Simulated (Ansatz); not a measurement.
# Li2NiIrC6N6: the cost of one run

Program: Ansatz 0.2.0. Level of theory: DFT PBE, scalar-relativistic, plane waves, PAW. These are calculated values, not measurements.

**1. The system as given**

It takes space group Fm-3m (No. 225, cubic). Conventional cell: a = 10.189 Å, b = 10.189 Å, c = 10.189 Å, α = 90.00°, β = 90.00°, γ = 90.00°. Li (site symmetry -43m) has 12 N at 3.64 Å and 12 C at 3.66 Å in its first shell of neighbours. Ni (site symmetry m-3m) has 6 N at 2.01 Å in its first shell of neighbours. Ir (site symmetry m-3m) has 6 C at 1.92 Å in its first shell of neighbours. Around C (site symmetry 4mm) lie 1 N at 1.17 Å and 1 Ir at 1.92 Å. Around N (site symmetry 4mm) lie 1 C at 1.17 Å and 1 Ni at 2.01 Å.

As a file:

```xyz
16
Lattice="0.0000 5.0945 5.0945 5.0945 0.0000 5.0945 5.0945 5.0945 0.0000" Properties=species:S:1:pos:R:3 pbc="T T T"
Li    2.5473    2.5473    2.5473
Li    7.6418    7.6418    7.6418
Ni    5.0945    5.0945    5.0945
Ir    0.0000    0.0000    0.0000
C     1.9170    5.0945    5.0945
C     5.0945    1.9170    5.0945
C     5.0945    5.0945    1.9170
C     8.2720    5.0945    5.0945
C     5.0945    8.2720    5.0945
C     5.0945    5.0945    8.2720
N     3.0870    5.0945    5.0945
N     5.0945    3.0870    5.0945
N     5.0945    5.0945    3.0870
N     7.1020    5.0945    5.0945
N     5.0945    7.1020    5.0945
N     5.0945    5.0945    7.1020
```

Recipe of the guess: cyanide-bridged rock-salt net of two metals, 2 guest cations a cell (Fm-3m, No. 225). Its size is a rough estimate.

**2. Probe: one point on a coarse mesh**

input.yaml reads:

```yaml
crystal:
  lattice:
    - [0.0, 5.0945, 5.0945]
    - [5.0945, 0.0, 5.0945]
    - [5.0945, 5.0945, 0.0]
  atoms:
    - { symbol: Li, position: [0.25, 0.25, 0.25] }
    - { symbol: Li, position: [0.75, 0.75, 0.75] }
    - { symbol: Ni, position: [0.5, 0.5, 0.5], spin: 2.0 }
    - { symbol: Ir, position: [0.0, 0.0, 0.0], spin: 1.0 }
    - { symbol: C, position: [0.81185592, 0.18814408, 0.18814408] }
    - { symbol: C, position: [0.18814408, 0.81185592, 0.18814408] }
    - { symbol: C, position: [0.18814408, 0.18814408, 0.81185592] }
    - { symbol: C, position: [0.18814408, 0.81185592, 0.81185592] }
    - { symbol: C, position: [0.81185592, 0.18814408, 0.81185592] }
    - { symbol: C, position: [0.81185592, 0.81185592, 0.18814408] }
    - { symbol: "N", position: [0.6970262, 0.3029738, 0.3029738] }
    - { symbol: "N", position: [0.3029738, 0.6970262, 0.3029738] }
    - { symbol: "N", position: [0.3029738, 0.3029738, 0.6970262] }
    - { symbol: "N", position: [0.3029738, 0.6970262, 0.6970262] }
    - { symbol: "N", position: [0.6970262, 0.3029738, 0.6970262] }
    - { symbol: "N", position: [0.6970262, 0.6970262, 0.3029738] }
basis:
  ecutwfc: 420
kpoints:
  mp_grid: { grid: [4, 4, 4] }
hamiltonian:
  xc: pbe
scf:
  occupations: { method: gaussian, width: 0.1 }
  lower_state_search: "off"
output:
  forces: true
  stress: true
  eigenvalues: true
  populations: true
magnetization:
  spin_polarized: true
```

Run with:

```console
$ ansatz run input.yaml --threads 1 --pin off --max-ram 2560MiB --backend cpu --events-out ev --progress --plain --runs-dir out
```

What time and memory should one allow on 1 thread of Intel Xeon Platinum 8559C (Emerald Rapids), shared host?

About 20 s, with a peak of 0.75 GiB.
